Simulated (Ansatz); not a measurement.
# CH4BNO: shift of H7 from B3 to N4, part 2 of 2

Wanted: the energy profile along the shift of H7 from B3 to N4, from relaxed end points and a band of images. SMILES of the start: OC1BN1.

Ansatz 0.2.0; RKS B3LYP-D4/def2-SVP. The steps go on from the part before.

### Step 7. Another band, settings changed

crystal.atoms is end A as relaxed above, and neb.final_atoms is end B, turned to lie on A. With 5 inner images the band has 7 in all. The start path is listed, through a guess of the saddle.

input.yaml

```yaml
crystal:
  periodic: [false, false, false]
  atoms:
    - { symbol: O, position_ang: [-0.356187, 1.072217, -1.09787] }
    - { symbol: C, position_ang: [-0.005323, 0.499239, 0.126241] }
    - { symbol: B, position_ang: [1.07384, -0.630256, 0.160541] }
    - { symbol: "N", position_ang: [-0.239923, -0.930665, 0.304116] }
    - { symbol: H, position_ang: [-1.257063, 1.418697, -1.034895] }
    - { symbol: H, position_ang: [-0.256114, 1.136134, 0.991531] }
    - { symbol: H, position_ang: [2.176875, -1.080868, 0.099206] }
    - { symbol: H, position_ang: [-1.043905, -1.541598, 0.395331] }
basis:
  gaussian: { orbitals: def2-SVP }
hamiltonian:
  xc: b3lyp
  dispersion: d4
neb:
  order_check: false
  images: 5
  f_tol: 0.05
  max_iterations: 10
  final_atoms:
    - { symbol: O, position_ang: [-0.70635704, 0.91732183, -0.98729371] }
    - { symbol: C, position_ang: [0.29991858, 0.43013109, -0.16296039] }
    - { symbol: B, position_ang: [1.64030905, -0.18379559, -0.73036548] }
    - { symbol: "N", position_ang: [0.13610634, -0.89914146, 0.41196133] }
    - { symbol: H, position_ang: [-1.46144347, 1.18804639, -0.44485629] }
    - { symbol: H, position_ang: [0.58049295, 1.1076302, 0.67146952] }
    - { symbol: H, position_ang: [-0.12544687, -1.0160287, 1.38726061] }
    - { symbol: H, position_ang: [-0.27137954, -1.60126376, -0.20101458] }
  initial_path:
    images:
      - { positions_ang: [[-0.356187, 1.072217, -1.09787], [-0.005323, 0.499239, 0.126241], [1.07384, -0.630256, 0.160541], [-0.239923, -0.930665, 0.304116], [-1.257063, 1.418697, -1.034895], [-0.256114, 1.136134, 0.991531], [2.176875, -1.080868, 0.099206], [-1.043905, -1.541598, 0.395331]] }
      - { positions_ang: [[-0.43377659, 0.9913838, -1.08278207], [0.02831903, 0.51325541, 0.11442084], [1.13947811, -0.55197725, 0.03775656], [-0.1525051, -0.8858911, 0.35813172], [-1.34739864, 1.33274907, -0.93315759], [-0.11748839, 1.18675516, 0.97043882], [1.8505785, -1.16979433, 0.3006148], [-0.87500693, -1.47358075, 0.17877792]] }
      - { positions_ang: [[-0.51136618, 0.91055059, -1.06769414], [0.06196105, 0.52727182, 0.10260068], [1.20511623, -0.4736985, -0.08502788], [-0.06508719, -0.84111721, 0.41214743], [-1.43773428, 1.24680115, -0.83142018], [0.02113722, 1.23737632, 0.94934664], [1.52428201, -1.25872066, 0.5020236], [-0.70610886, -1.40556351, -0.03777516]] }
      - { positions_ang: [[-0.58895577, 0.82971739, -1.05260621], [0.09560308, 0.54128823, 0.09078053], [1.27075434, -0.39541975, -0.20781232], [0.02233071, -0.79634331, 0.46616315], [-1.52806992, 1.16085322, -0.72968277], [0.15976283, 1.28799748, 0.92825447], [1.19798551, -1.34764698, 0.70343241], [-0.5372108, -1.33754626, -0.25432825]] }
      - { positions_ang: [[-0.62808953, 0.85891887, -1.03083537], [0.16370825, 0.50423585, 0.00620022], [1.39393925, -0.32487836, -0.3819967], [0.06025592, -0.83060936, 0.44809587], [-1.5058611, 1.16991761, -0.63474061], [0.30000621, 1.22787505, 0.84265948], [0.75684138, -1.23710755, 0.93137514], [-0.44860038, -1.4254521, -0.23655703]] }
      - { positions_ang: [[-0.66722329, 0.88812035, -1.00906454], [0.23181342, 0.46718347, -0.07838009], [1.51712415, -0.25433698, -0.55618109], [0.09818113, -0.86487541, 0.4300286], [-1.48365228, 1.178982, -0.53979845], [0.44024958, 1.16775263, 0.7570645], [0.31569726, -1.12656812, 1.15931787], [-0.35998996, -1.51335793, -0.2187858]] }
      - { positions_ang: [[-0.70635704, 0.91732183, -0.98729371], [0.29991858, 0.43013109, -0.16296039], [1.64030905, -0.18379559, -0.73036548], [0.13610634, -0.89914146, 0.41196133], [-1.46144347, 1.18804639, -0.44485629], [0.58049295, 1.1076302, 0.67146952], [-0.12544687, -1.0160287, 1.38726061], [-0.27137954, -1.60126376, -0.20101458]] }
```

The run is started by

```sh
ansatz run input.yaml --threads 1 --pin off --max-ram 2048MiB --backend cpu --events-out ev --progress --plain --runs-dir out
```

Output:

```text
Warning: RAYON_NUM_THREADS=1 ignored (pool sized by the plan → 1); use --threads N
Engine: ansatz 0.2.0, aarch64-unknown-linux-gnu
Functional definition: B3LYP
  parameter a0 = 0.2
  parameter ax = 0.72
  parameter ac = 0.81
  exchange = (1 - a0 - ax)*slater_x + ax*b88_x + a0*exact_x
  correlation = (1 - ac)*vwn_rpa_c + ac*lyp_c
850 factors; integrals over basis functions are off by at most 2.9e-4 eV
mean field evaluation 1: about -5303.9626 eV, gradient 5.7e1 eV
mean field evaluation 2: about -5296.0152 eV, gradient 8.3e1 eV
mean field evaluation 4: about -5310.5303 eV, gradient 4.6e0 eV
mean field evaluation 8: about -5310.5710 eV, gradient 2.5e-1 eV
mean field evaluation 16: about -5310.5711 eV, gradient 1.7e-5 eV
mean field -5310.57113713 eV, -195.1598896550 hartree, gradient 1.7e-5 eV, S^2 0.000000; 0 other end points of the search recorded, 0 dependent functions left out
[... 4 lines left out ...]
mean field -5307.43115063 eV, -195.0444972795 hartree, gradient 1.1e-5 eV, S^2 0.000000; 0 other end points of the search recorded, 0 dependent functions left out
[... 2 lines left out ...]
NEB end point (image 0): max|allowed force component| = 4.092e-3 eV/Å (the criterion of neb.relax_end_points is 1.000e-2)
NEB end point (image 6): max|allowed force component| = 1.723e-2 eV/Å (the criterion of neb.relax_end_points is 1.000e-2)
[... 1 line left out ...]
mean field -5308.96875753 eV, -195.1010032910 hartree, gradient 2.5e-5 eV, S^2 0.000000; 0 other end points of the search recorded, 0 dependent functions left out
[... 4 lines left out ...]
mean field -5307.23749443 eV, -195.0373805457 hartree, gradient 5.5e-6 eV, S^2 0.000000; 0 other end points of the search recorded, 0 dependent functions left out
[... 3 lines left out ...]
mean field -5305.97891278 eV, -194.9911285230 hartree, gradient 1.2e-5 eV, S^2 0.000000; 0 other end points of the search recorded, 0 dependent functions left out
[... 4 lines left out ...]
mean field -5306.42647109 eV, -195.0075759877 hartree, gradient 3.3e-5 eV, S^2 0.000000; 0 other end points of the search recorded, 0 dependent functions left out
[... 3 lines left out ...]
mean field -5305.64217176 eV, -194.9787535186 hartree, gradient 6.4e-5 eV, S^2 0.000000; 0 other end points of the search recorded, 0 dependent functions left out
[... from here on, the SCF cycles and remarks between the steps are left out, and one step in 2 is shown ...]
NEB iter   1: max|band force component| = 1.789e1 eV/Å  barrier→ = 4.9057 eV  barrier← = 1.7949 eV  Δτ_max = 0.1611 Å  (179 SCF iters)
NEB iter   2: max|band force component| = 2.383e0 eV/Å  barrier→ = 4.1098 eV  barrier← = 0.9990 eV  Δτ_max = 0.0950 Å  (141 SCF iters)
NEB iter   4: max|band force component| = 6.029e-1 eV/Å  barrier→ = 3.7771 eV  barrier← = 0.6662 eV  Δτ_max = 0.1163 Å  (140 SCF iters)
NEB iter   6: max|band force component| = 6.631e-1 eV/Å  barrier→ = 3.7558 eV  barrier← = 0.6449 eV  CI = image 3  Δτ_max = 0.0578 Å  (139 SCF iters)
NEB iter   8: max|band force component| = 2.038e-1 eV/Å  barrier→ = 3.7444 eV  barrier← = 0.6336 eV  CI = image 3  Δτ_max = 0.0758 Å  (138 SCF iters)
NEB iter  10: max|band force component| = 1.239e-1 eV/Å  barrier→ = 3.7329 eV  barrier← = 0.6221 eV  CI = image 3  Δτ_max = 0.0106 Å  (130 SCF iters)
[...]
this run last wrote the band of iteration 10 to <dir>
Error: NEB band did not converge after 10 iterations: max|band force component| = 1.24e-1 eV/Å (threshold 5.0e-2); raise `neb.max_iterations` in a new run, which can start from the last band evaluated (`neb.initial_path`, with `crystal.atoms` and `neb.final_atoms` set to its first and last images), add images, or start from endpoints closer to local minima. Where this run's directory can be resumed (`checkpoint.write`), a resume goes on for up to `neb.max_iterations` more; to start a new run from the last band, take its images' positions from the `neb_iteration` event of iteration 10 (`data.images[].positions_ang`), in the event stream of the run that computed that iteration (not this run's, if it was resumed behind it). With `checkpoint.write`, `steps/00-neb/state/checkpoint.json` in the run directory holds the last saved band, under `neb.evaluated.images[].positions_ang` (a band under a hybrid functional on support functions is neither saved nor resumed: `neb.initial_path` says where its path is): check the last entry of `neb.iterations` there, which is earlier than 10 if that iteration was not saved or its write failed. If the band's step has no `state` directory and holds `state.next`, a write was cut short, and the file is under `state.next` instead (behind a loss of power it can be under `state.prev`)
this run wrote the band of iteration 10 to <dir> as well, whether or not its events were kept: a new run's `neb.initial_path` can list its `images[].positions_ang`
a run's events are kept only if it was started with --events-out <file>, and are in that file
```

Wall time 1.9 min (1 thread of Arm Neoverse V1, shared host); peak memory 0.14 GiB.

### Step 8. What the band shows

The run ended unconverged after 10 band iterations. The table shows its last band, which is no minimum-energy path. Images 0 and 6 are the ends. Energies count from image 0; the path length is the program's own measure over all atoms.

```tsv
image	path (Å)	energy (eV)	H7–B3 (Å)	H7–N4 (Å)	band force (eV/Å)
0	0.000	0.0000	1.19	2.43	-
1	0.672	0.3486	1.18	2.30	0.124
2	1.345	1.9840	1.15	1.86	0.098
3*	2.017	3.7329	1.36	1.27	0.063
4	2.722	3.3045	2.03	1.03	0.049
5	3.427	3.1799	2.41	1.01	0.019
6	4.132	3.1108	2.88	1.02	-
```

The star marks the climbing image.

image, energy (eV) and a bar:
```
        0      0.000 
        1      0.349 ###
        2      1.984 ################
        3      3.733 ##############################
        4      3.305 ###########################
        5      3.180 ##########################
        6      3.111 #########################
```

### Step 9. Dynamics from the top

It starts at the highest inner image of the first converged band: 200 steps of 0.5 fs at constant energy, with velocities drawn for 300 K.

input.yaml

```yaml
crystal:
  periodic: [false, false, false]
  atoms:
    - { symbol: O, position_ang: [-0.564793, 0.849727, -1.053199] }
    - { symbol: C, position_ang: [0.121928, 0.513713, 0.115987] }
    - { symbol: B, position_ang: [1.48527, -0.222402, -0.180374] }
    - { symbol: "N", position_ang: [-0.051736, -0.834924, 0.616074] }
    - { symbol: H, position_ang: [-1.448107, 1.160573, -0.812009] }
    - { symbol: H, position_ang: [0.060471, 1.270148, 0.911824] }
    - { symbol: H, position_ang: [1.073978, -1.388188, 0.397876] }
    - { symbol: H, position_ang: [-0.58481, -1.405748, -0.051977] }
basis:
  gaussian: { orbitals: def2-SVP }
hamiltonian:
  xc: b3lyp
  dispersion: d4
md:
  timestep: 0.5
  n_steps: 200
  ensemble: nve
  temperature: 300.0
  initial_velocities: maxwell_boltzmann
  seed: 11574
```

The run is started by

```sh
ansatz run input.yaml --threads 1 --pin off --max-ram 2048MiB --backend cpu --events-out ev --progress --plain --runs-dir out
```

Output, shortened:

```text
Warning: RAYON_NUM_THREADS=1 ignored (pool sized by the plan → 1); use --threads N
[...]
[... 1 set-up line as earlier in the session ...]
[...]
859 factors; integrals over basis functions are off by at most 2.8e-4 eV
[...]
mean field -5306.82428691 eV, -195.0221954491 hartree, gradient 1.1e-5 eV, S^2 0.000000; 0 other end points of the search recorded, 0 dependent functions left out
[...]
reference -5306.82448905 eV, -195.0222028778 hartree; 15, 15 occupied and 61, 61 virtual orbitals, 859 factors
[...]
md step    56: t =    28.00 fs  T =  3126.4 K  F+E_penalty+E_count = -5309.20955279 eV  E_kin = 2.424683 eV  conserved = -5306.78487021 eV  (29 SCF iters, 5 dispersion substeps)
md step    57: t =    28.50 fs  T =  2971.7 K  F+E_penalty+E_count = -5309.08927829 eV  E_kin = 2.304695 eV  conserved = -5306.78458295 eV  (29 SCF iters, 5 dispersion substeps)
md step    58: t =    29.00 fs  T =  2790.5 K  F+E_penalty+E_count = -5308.94851373 eV  E_kin = 2.164231 eV  conserved = -5306.78428319 eV  (27 SCF iters, 5 dispersion substeps)
```

### Step 10. More of the same log: dynamics from the highest image of the converged band

Output, continued, shortened:

```text
md step    59: t =    29.50 fs  T =  2589.7 K  F+E_penalty+E_count = -5308.79244018 eV  E_kin = 2.008471 eV  conserved = -5306.78396916 eV  (25 SCF iters, 5 dispersion substeps)
[...]
md step    78: t =    39.00 fs  T =  1988.0 K  F+E_penalty+E_count = -5308.32418218 eV  E_kin = 1.541825 eV  conserved = -5306.78235730 eV  (26 SCF iters, 3 dispersion substeps)
[...]
md step   135: t =    67.50 fs  T =  2878.8 K  F+E_penalty+E_count = -5309.01615960 eV  E_kin = 2.232705 eV  conserved = -5306.78345484 eV  (29 SCF iters, 5 dispersion substeps)
md step   136: t =    68.00 fs  T =  2904.5 K  F+E_penalty+E_count = -5309.03568186 eV  E_kin = 2.252596 eV  conserved = -5306.78308578 eV  (29 SCF iters, 5 dispersion substeps)
md step   137: t =    68.50 fs  T =  2925.6 K  F+E_penalty+E_count = -5309.05202157 eV  E_kin = 2.268989 eV  conserved = -5306.78303288 eV  (29 SCF iters, 5 dispersion substeps)
```

### Step 11. The log goes on: dynamics from the highest image of the converged band

The log, continued, shortened:

```text
md step   138: t =    69.00 fs  T =  2943.5 K  F+E_penalty+E_count = -5309.06616260 eV  E_kin = 2.282832 eV  conserved = -5306.78333087 eV  (29 SCF iters, 5 dispersion substeps)
[...]
md step   153: t =    76.50 fs  T =  2839.5 K  F+E_penalty+E_count = -5308.98642935 eV  E_kin = 2.202181 eV  conserved = -5306.78424829 eV  (29 SCF iters, 5 dispersion substeps)
[...]
Atom 4 at    -1.545278     1.102382    -0.912123 Å, force     1.485945    -0.370278     0.297483 eV/Å
Atom 5 at    -0.039915     1.275740     0.848359 Å, force     0.172304     1.003905     2.030806 eV/Å
Atom 6 at     2.143272    -1.204056     0.110668 Å, force     1.763380    -0.896880    -0.489706 eV/Å
Atom 7 at     0.260743    -1.384850    -0.341601 Å, force    -1.599972    -0.203865     1.065806 eV/Å
Dipole moment:    -0.113622     0.044500    -0.043761 e Å
```

Run time: 8 min. Hardware: 1 thread of Arm Neoverse V1, shared host; peak memory 0.13 GiB.

### Step 12. Frames and traces

The trajectory, every 8 steps (energies from step 0):

```tsv
time (fs)	T (K)	potential energy change (meV/atom)	total energy change (meV/atom)	H7–B3 (Å)	H7–N4 (Å)
0.0	300	0.0	0.00	1.36	1.27
4.0	213	8.6	0.11	1.34	1.36
8.0	229	7.2	0.32	1.28	1.47
12.0	874	-55.4	0.24	1.21	1.74
16.0	1902	-155.3	-0.01	1.25	2.21
20.0	2413	-204.8	0.13	1.37	2.70
24.0	3074	-268.9	0.09	1.41	2.87
28.0	3126	-274.2	-0.22	1.31	2.64
32.0	1564	-122.3	0.26	1.11	2.29
36.0	1727	-138.4	-0.01	1.19	2.40
40.0	2036	-168.1	0.21	1.31	2.70
44.0	3256	-286.8	-0.25	1.31	2.78
48.0	3646	-324.7	-0.32	1.39	2.60
52.0	2637	-226.6	0.04	1.37	2.18
56.0	1221	-89.2	0.11	1.12	1.75
60.0	1469	-113.5	-0.19	1.18	1.89
64.0	2335	-197.2	0.05	1.41	2.40
68.0	2904	-252.5	0.00	1.35	2.66
72.0	2764	-238.7	0.19	1.18	2.68
76.0	2853	-247.6	-0.10	1.29	2.70
80.0	2528	-216.0	-0.01	1.29	2.51
84.0	2663	-228.8	0.37	1.09	2.26
88.0	3235	-285.0	-0.40	1.31	2.43
92.0	2420	-205.6	-0.05	1.45	2.55
96.0	2162	-180.6	-0.17	1.21	2.37
100.0	1514	-117.7	-0.03	1.13	2.29
```

time (fs), T (K) and a bar:
```
      0.0        300 #
      4.5        241 
      8.5        292 
     13.0       1088 #######
     17.5       2109 ################
     21.5       2707 ######################
     26.0       3361 ###########################
     30.5       2156 #################
     35.0       1529 ###########
     39.0       1988 ###############
     43.5       3105 #########################
     48.0       3646 ##############################
     52.0       2637 #####################
     56.5        975 ######
     61.0       1776 ##############
     65.0       2517 ####################
     69.5       2953 ########################
     74.0       2747 ######################
     78.5       2593 #####################
     82.5       2586 #####################
     87.0       3410 ############################
     91.5       2410 ###################
     95.5       2219 #################
    100.0       1514 ###########
```

The last frame stands with the bonds of end A.

### Step 13. Dynamics from the top

It starts at the highest inner image of the first converged band: 200 steps of 0.5 fs at constant energy, with velocities drawn for 100 K.

Edit input.yaml of step 9 so:

```diff
@@ -20,4 +20,4 @@
   ensemble: nve
-  temperature: 300.0
+  temperature: 100.0
   initial_velocities: maxwell_boltzmann
-  seed: 11574
+  seed: 11575
```

The run is started by

```sh
ansatz run input.yaml --threads 1 --pin off --max-ram 2048MiB --backend cpu --events-out ev --progress --plain --runs-dir out
```

Output, shortened:

```text
Warning: RAYON_NUM_THREADS=1 ignored (pool sized by the plan → 1); use --threads N
[...]
[... 1 set-up line as earlier in the session ...]
[...]
859 factors; integrals over basis functions are off by at most 2.8e-4 eV
[...]
mean field -5306.82428691 eV, -195.0221954491 hartree, gradient 1.1e-5 eV, S^2 0.000000; 0 other end points of the search recorded, 0 dependent functions left out
[...]
reference -5306.82448905 eV, -195.0222028778 hartree; 15, 15 occupied and 61, 61 virtual orbitals, 859 factors
[...]
md step    75: t =    37.50 fs  T =   570.4 K  F+E_penalty+E_count = -5307.38057169 eV  E_kin = 0.442404 eV  conserved = -5306.93816744 eV  (28 SCF iters, 3 dispersion substeps)
[...]
md step    99: t =    49.50 fs  T =   688.2 K  F+E_penalty+E_count = -5307.47258807 eV  E_kin = 0.533715 eV  conserved = -5306.93887328 eV  (29 SCF iters, 3 dispersion substeps)
md step   100: t =    50.00 fs  T =   672.5 K  F+E_penalty+E_count = -5307.46030743 eV  E_kin = 0.521544 eV  conserved = -5306.93876375 eV  (29 SCF iters, 3 dispersion substeps)
```

### Step 14. The output, continued: dynamics from the highest image of the converged band

The log, continued, shortened:

```text
md step   101: t =    50.50 fs  T =   646.8 K  F+E_penalty+E_count = -5307.44008887 eV  E_kin = 0.501664 eV  conserved = -5306.93842441 eV  (29 SCF iters, 3 dispersion substeps)
[...]
md step   126: t =    63.00 fs  T =   509.7 K  F+E_penalty+E_count = -5307.33345448 eV  E_kin = 0.395265 eV  conserved = -5306.93818909 eV  (29 SCF iters, 3 dispersion substeps)
[...]
Atom 4 at    -0.310808     0.505967    -1.711356 Å, force    -0.452941     0.098874     0.117518 eV/Å
Atom 5 at     0.644906     1.012859     0.877782 Å, force    -0.480492    -0.125978    -0.576877 eV/Å
Atom 6 at    -1.200259    -0.596715     1.235468 Å, force     1.159289    -0.504654    -0.600176 eV/Å
Atom 7 at     0.079575    -1.728053     1.023097 Å, force     0.217197     0.662748    -0.198743 eV/Å
Dipole moment:    -0.305641    -0.232482     0.358314 e Å
```

It took 8.7 min on 1 thread of Arm Neoverse V1, shared host; peak memory 0.13 GiB.

### Step 15. Frames and traces

The trajectory, every 11 steps (energies from step 0):

```tsv
time (fs)	T (K)	potential energy change (meV/atom)	total energy change (meV/atom)	H7–B3 (Å)	H7–N4 (Å)
0.0	100	0.0	0.00	1.36	1.27
5.5	42	5.6	0.03	1.35	1.27
11.0	83	1.6	0.02	1.43	1.25
16.5	177	-7.5	0.00	1.51	1.09
22.0	337	-23.0	-0.04	1.76	1.07
27.5	471	-36.0	-0.05	2.03	1.01
33.0	467	-35.6	0.04	2.31	1.06
38.5	574	-45.9	0.09	2.51	0.98
44.0	716	-59.7	0.00	2.77	1.06
49.5	688	-57.1	-0.08	2.93	1.01
55.0	670	-55.3	-0.08	3.07	1.01
60.5	608	-49.3	0.01	3.20	1.06
66.0	396	-28.7	0.08	3.22	0.98
71.5	334	-22.6	0.05	3.36	1.06
77.0	421	-31.1	-0.03	3.42	1.00
82.5	505	-39.3	-0.04	3.50	1.03
88.0	580	-46.6	-0.04	3.50	1.03
93.5	488	-37.7	-0.01	3.44	0.99
99.0	291	-18.4	0.05	3.49	1.06
100.0	294	-18.8	0.04	3.49	1.05
```

time (fs), T (K) and a bar:
```
      0.0        100 ###
      4.5         48 
      8.5         42 
     13.0        113 ###
     17.5        174 ######
     21.5        328 #############
     26.0        434 ##################
     30.5        491 #####################
     35.0        497 #####################
     39.0        592 #########################
     43.5        694 ##############################
     48.0        687 ##############################
     52.0        579 #########################
     56.5        653 ############################
     61.0        574 #########################
     65.0        448 ###################
     69.5        358 ###############
     74.0        380 ################
     78.5        454 ###################
     82.5        505 #####################
     87.0        567 ########################
     91.5        564 ########################
     95.5        411 #################
    100.0        294 ############
```

The last frame stands with the bonds of end B.

### Step 16. Summary of results

This closing draws on all 2 parts.

| quantity | value |
| --- | --- |
| end A | 10 moves, 1.107 eV lower |
| end B | 10 moves, 1.116 eV lower |
| first band: barrier forwards | 3.73 eV |
| first band: barrier backwards | 0.62 eV |
| first band: second end relative to first | +3.111 eV |
| first band: highest image | 3 of 0 to 6, climbing |
| first band: band iterations | 12 |
| imaginary modes at the top | 1154i cm⁻¹ |
| second band | not converged, 10 iterations, 5 inner images |
| time, first and second band | 2.4 min and 1.9 min |
| trajectory at 300 K, after 100 fs | with the bonds of end A, at 1514 K |
| trajectory at 100 K, after 100 fs | with the bonds of end B, at 294 K |

In the first band: the top lies 3.73 eV above the first end, or 144 kT at room temperature, which at an assumed attempt frequency of 10^13 s⁻¹ means a rate near 10^-50 s⁻¹. Going back costs 0.62 eV, since the second end is 3.11 eV above the first. By distance, end A alone has B3–N4, B3–H7 and end B alone has N4–H7. One imaginary mode, as a first-order saddle point has. As for the second band: the cap on iterations is too low for the band to settle. These are electronic energies, with no zero-point or thermal terms. Tunnelling, which matters where hydrogen moves, is missing too.
